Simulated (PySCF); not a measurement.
# Ge(20+), Ge(21+): ionisation energies in even-tempered 18s11p5d4f

Aim: the ionisation energy of germanium from differences of total energies, at each level of theory, and how far each lands from the tabulated value where there is one.

Program: PySCF 2.14.0. Level of theory: unrestricted determinants in a Gaussian basis, no spin-orbit coupling in the energies. These are calculated values, not measurements, unless marked.

## 1. Starting point

| Quantity | Value |
| --- | --- |
| Element | germanium (Z = 32) |
| Basis | an even-tempered Gaussian basis (18 s from 2.1 bohr⁻², ratio 2.5; 11 p from 2.7 bohr⁻², ratio 2.5; 5 d from 10 bohr⁻², ratio 2.7; 4 f from 16 bohr⁻², ratio 2.7) |
| Hamiltonian | scalar relativity by spin-free X2C-1e |
| State 1 | Ge(20+): [Ne] 3s2, closed-shell 1S |
| State 2 | Ge(21+): [Ne] 3s1, 2S determinant |
| Needed too, but not shown | Ge(22+) [Ne] (1S) |
| Methods | UHF, LDA, PBE, PBE0, r2SCAN, M06, B97-3, MP2 |
| Core shells frozen in the correlated runs | outer shells: 1s2 (for Ge(20+)) |

Outer shells as boxes (Hund's rule):

Ge20+ [Ne] 3s2
```
[Ne] core
3s [↑↓]
```

Ge21+ [Ne] 3s1
```
[Ne] core
3s [↑ ]
```

The runs were made by one driver on top of PySCF. The scripts below sum up each run's settings (the driver also hands on starting orbitals that pick excited configurations, and frozen orbitals as a list rather than a count), and the logs come from the driver's own runs. The driver starts from symmetry-adapted Hartree-Fock orbitals, holds the occupation by maximum overlap and uses a logarithmic radial grid for functionals, so a plain start would take other cycles.

The integrals over 104 functions and the set-up took 0.33 s of CPU time.

## 2. Ge(20+)

UHF:

Input file input.py:

```python
from pyscf import gto, scf, dft, mp, cc
mol = gto.M(atom="Ge 0 0 0", charge=20, spin=0, symmetry="D2h",
            basis=gto.etbs([(0, 18, 2.1, 2.5), (1, 11, 2.7, 2.5), (2, 5, 10, 2.7), (3, 4, 16, 2.7)]),
            nucmod="G")
mf = scf.UHF(mol).sfx2c1e()
mf.irrep_nelec = {'Ag': (3, 3), 'B1u': (1, 1), 'B2u': (1, 1), 'B3u': (1, 1)}
mf.kernel()
```

LDA:

input.py differs from the last one in:

```diff
@@ -4,3 +4,3 @@
             nucmod="G")
-mf = scf.UHF(mol).sfx2c1e()
+mf = dft.UKS(mol, xc="LDA,VWN").sfx2c1e()
 mf.irrep_nelec = {'Ag': (3, 3), 'B1u': (1, 1), 'B2u': (1, 1), 'B3u': (1, 1)}
```

PBE:

input.py differs from the last one in:

```diff
@@ -4,3 +4,3 @@
             nucmod="G")
-mf = dft.UKS(mol, xc="LDA,VWN").sfx2c1e()
+mf = dft.UKS(mol, xc="PBE").sfx2c1e()
 mf.irrep_nelec = {'Ag': (3, 3), 'B1u': (1, 1), 'B2u': (1, 1), 'B3u': (1, 1)}
```

PBE0:

input.py differs from the last one in:

```diff
@@ -4,3 +4,3 @@
             nucmod="G")
-mf = dft.UKS(mol, xc="PBE").sfx2c1e()
+mf = dft.UKS(mol, xc="PBE0").sfx2c1e()
 mf.irrep_nelec = {'Ag': (3, 3), 'B1u': (1, 1), 'B2u': (1, 1), 'B3u': (1, 1)}
```

r2SCAN:

input.py differs from the last one in:

```diff
@@ -4,3 +4,3 @@
             nucmod="G")
-mf = dft.UKS(mol, xc="PBE0").sfx2c1e()
+mf = dft.UKS(mol, xc="R2SCAN").sfx2c1e()
 mf.irrep_nelec = {'Ag': (3, 3), 'B1u': (1, 1), 'B2u': (1, 1), 'B3u': (1, 1)}
```

M06:

input.py differs from the last one in:

```diff
@@ -4,3 +4,3 @@
             nucmod="G")
-mf = dft.UKS(mol, xc="R2SCAN").sfx2c1e()
+mf = dft.UKS(mol, xc="M06").sfx2c1e()
 mf.irrep_nelec = {'Ag': (3, 3), 'B1u': (1, 1), 'B2u': (1, 1), 'B3u': (1, 1)}
```

B97-3:

input.py differs from the last one in:

```diff
@@ -4,3 +4,3 @@
             nucmod="G")
-mf = dft.UKS(mol, xc="M06").sfx2c1e()
+mf = dft.UKS(mol, xc="HYB_GGA_XC_B97_3").sfx2c1e()
 mf.irrep_nelec = {'Ag': (3, 3), 'B1u': (1, 1), 'B2u': (1, 1), 'B3u': (1, 1)}
```

MP2 (outer shells):

input.py differs from the last one in:

```diff
@@ -4,4 +4,5 @@
             nucmod="G")
-mf = dft.UKS(mol, xc="HYB_GGA_XC_B97_3").sfx2c1e()
+mf = scf.UHF(mol).sfx2c1e()
 mf.irrep_nelec = {'Ag': (3, 3), 'B1u': (1, 1), 'B2u': (1, 1), 'B3u': (1, 1)}
 mf.kernel()
+mp.UMP2(mf, frozen=1).kernel()
```

## 3. Ge(21+), method by method

UHF:

Input file input.py:

```python
from pyscf import gto, scf, dft, mp, cc
mol = gto.M(atom="Ge 0 0 0", charge=21, spin=1, symmetry="D2h",
            basis=gto.etbs([(0, 18, 2.1, 2.5), (1, 11, 2.7, 2.5), (2, 5, 10, 2.7), (3, 4, 16, 2.7)]),
            nucmod="G")
mf = scf.UHF(mol).sfx2c1e()
mf.irrep_nelec = {'Ag': (3, 2), 'B1u': (1, 1), 'B2u': (1, 1), 'B3u': (1, 1)}
mf.kernel()
```

LDA:

input.py differs from the last one in:

```diff
@@ -4,3 +4,3 @@
             nucmod="G")
-mf = scf.UHF(mol).sfx2c1e()
+mf = dft.UKS(mol, xc="LDA,VWN").sfx2c1e()
 mf.irrep_nelec = {'Ag': (3, 2), 'B1u': (1, 1), 'B2u': (1, 1), 'B3u': (1, 1)}
```

PBE:

input.py differs from the last one in:

```diff
@@ -4,3 +4,3 @@
             nucmod="G")
-mf = dft.UKS(mol, xc="LDA,VWN").sfx2c1e()
+mf = dft.UKS(mol, xc="PBE").sfx2c1e()
 mf.irrep_nelec = {'Ag': (3, 2), 'B1u': (1, 1), 'B2u': (1, 1), 'B3u': (1, 1)}
```

PBE0:

input.py differs from the last one in:

```diff
@@ -4,3 +4,3 @@
             nucmod="G")
-mf = dft.UKS(mol, xc="PBE").sfx2c1e()
+mf = dft.UKS(mol, xc="PBE0").sfx2c1e()
 mf.irrep_nelec = {'Ag': (3, 2), 'B1u': (1, 1), 'B2u': (1, 1), 'B3u': (1, 1)}
```

r2SCAN:

input.py differs from the last one in:

```diff
@@ -4,3 +4,3 @@
             nucmod="G")
-mf = dft.UKS(mol, xc="PBE0").sfx2c1e()
+mf = dft.UKS(mol, xc="R2SCAN").sfx2c1e()
 mf.irrep_nelec = {'Ag': (3, 2), 'B1u': (1, 1), 'B2u': (1, 1), 'B3u': (1, 1)}
```

M06:

input.py differs from the last one in:

```diff
@@ -4,3 +4,3 @@
             nucmod="G")
-mf = dft.UKS(mol, xc="R2SCAN").sfx2c1e()
+mf = dft.UKS(mol, xc="M06").sfx2c1e()
 mf.irrep_nelec = {'Ag': (3, 2), 'B1u': (1, 1), 'B2u': (1, 1), 'B3u': (1, 1)}
```

B97-3:

input.py differs from the last one in:

```diff
@@ -4,3 +4,3 @@
             nucmod="G")
-mf = dft.UKS(mol, xc="M06").sfx2c1e()
+mf = dft.UKS(mol, xc="HYB_GGA_XC_B97_3").sfx2c1e()
 mf.irrep_nelec = {'Ag': (3, 2), 'B1u': (1, 1), 'B2u': (1, 1), 'B3u': (1, 1)}
```

MP2 (outer shells):

input.py differs from the last one in:

```diff
@@ -4,4 +4,5 @@
             nucmod="G")
-mf = dft.UKS(mol, xc="HYB_GGA_XC_B97_3").sfx2c1e()
+mf = scf.UHF(mol).sfx2c1e()
 mf.irrep_nelec = {'Ag': (3, 2), 'B1u': (1, 1), 'B2u': (1, 1), 'B3u': (1, 1)}
 mf.kernel()
+mp.UMP2(mf, frozen=1).kernel()
```

What does the calculation give?

The runs gave:

| quantity | value |
| --- | --- |
| ionisation energy, Ge(20+) | UHF 832.65, MP2 (outer shells) 835.31 eV; reference 837.1 ± 1 |
| ionisation energy, Ge(21+) | UHF 879.72, MP2 (outer shells) 880.36 eV; reference 880.44 |

In words: For the first difference the methods span 3.806 eV, from UHF (832.65) to PBE (836.45). The reference is uncertain or not like for like (spin-orbit coupling or other relativistic terms), so no ranking of close methods is drawn. The basis is finite, and no extrapolation was made.
